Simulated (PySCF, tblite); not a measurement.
# C₅H₆F₃Si radical: geometry, infrared bands and EPR parameters

Aim: predict the infrared bands and EPR parameters of C₅H₆F₃Si radical (`C=C([CH][SiH3])C(F)=C(F)F`).

Programs: tblite 0.8.0 and PySCF 2.14.0, with density-fitted response routines of our own. Each step states its level of theory. These are calculated values for one molecule in the gas phase, unless marked as measured. Atoms are numbered from 0 throughout.

### Step 1. Starting geometry

15 atoms, charge 0, multiplicity 2; geometry from: force field or distance geometry start.

Bonds of the start (Å): C0–C1 1.32, C1–C2 1.47, C2–Si3 1.82, C1–C4 1.47, C4–F5 1.35, C4–C6 1.32, C6–F7 1.37, C6–F8 1.34, C0–H9 1.08, C0–H10 1.09, C2–H11 1.09, Si3–H12 1.50, Si3–H13 1.48, Si3–H14 1.45.

### Step 2. Optimising the geometry with GFN2-xTB

What the job is given:

```
{"job": {"kind": "relax", "xc": "GFN2-xTB", "basis": "xTB"}, "charge": 0, "multiplicity": 2}
C     -0.158200     1.776300    -0.274100
C     -0.400000     0.479300    -0.218500
C      0.563800    -0.572100    -0.583100
Si     2.252400    -0.405900     0.085000
C     -1.714000     0.063200     0.291300
F     -2.618000     1.004600     0.638400
C     -2.070100    -1.198800     0.394400
F     -1.139300    -2.132500     0.035700
F     -3.274800    -1.552200     0.851700
H     -0.929000     2.473800     0.030300
H      0.782900     2.187600    -0.629100
H      0.443200    -1.019600    -1.568600
H      2.699900    -1.694300     0.715300
H      2.345200     0.625200     1.148800
H      3.211500    -0.026500    -0.939400
```

The run is started by

```sh
$ OMP_NUM_THREADS=1 python probes_run.py task.json out
```

This one command runs all jobs of the session in turn.

**Question.** This job is followed by: GFN2-xTB harmonic vibrations, gas phase; UKS B3LYP, pcH-1 on C F H Si, non-relativistic, mean-field spin-orbit, GIAO. What will the session give for the following? strongest single infrared mode (GFN2-xTB); zero-point energy (GFN2-xTB); g(iso) (B3LYP); ⟨S²⟩; largest a(iso) (averaged by class); potential on the surface of density 0.002 e/bohr³, 1st and 99th percentile.

**Answer**, as computed:

| quantity | value |
| --- | --- |
| strongest single infrared mode (GFN2-xTB) | 2220 cm⁻¹, 332 km/mol |
| zero-point energy (GFN2-xTB) | 55.4 kcal/mol |
| g(iso) (B3LYP) | 2.00254 |
| ⟨S²⟩ | 0.783 (exact 0.75) |
| largest a(iso) (averaged by class) | 13C on C2, 56.6 MHz |
| potential on the surface of density 0.002 e/bohr³, 1st and 99th percentile | -0.59 V and 1.14 V |

In words: The optimisation took 111 steps and gained 0.881 eV; among the close pairs (by a distance rule), C1–C2 changed most, from 1.472 to 1.394 Å. No mode is imaginary among the 39: a minimum at this level. The strongest single mode, at 2220 cm⁻¹, moves mainly H14. Unscaled tight-binding wavenumbers are off by several per cent, some by more. Its intensities can rank the bands wrongly. The largest spin populations lie on C2 (0.71 e), C0 (0.65 e). The isotropic g lies 0.2 ppt above the free-electron value. These values are for one conformer; the search (at its own cheap level) found 2 more, at 0.71, 0.72 kcal/mol, and measured spectra average over such forms.
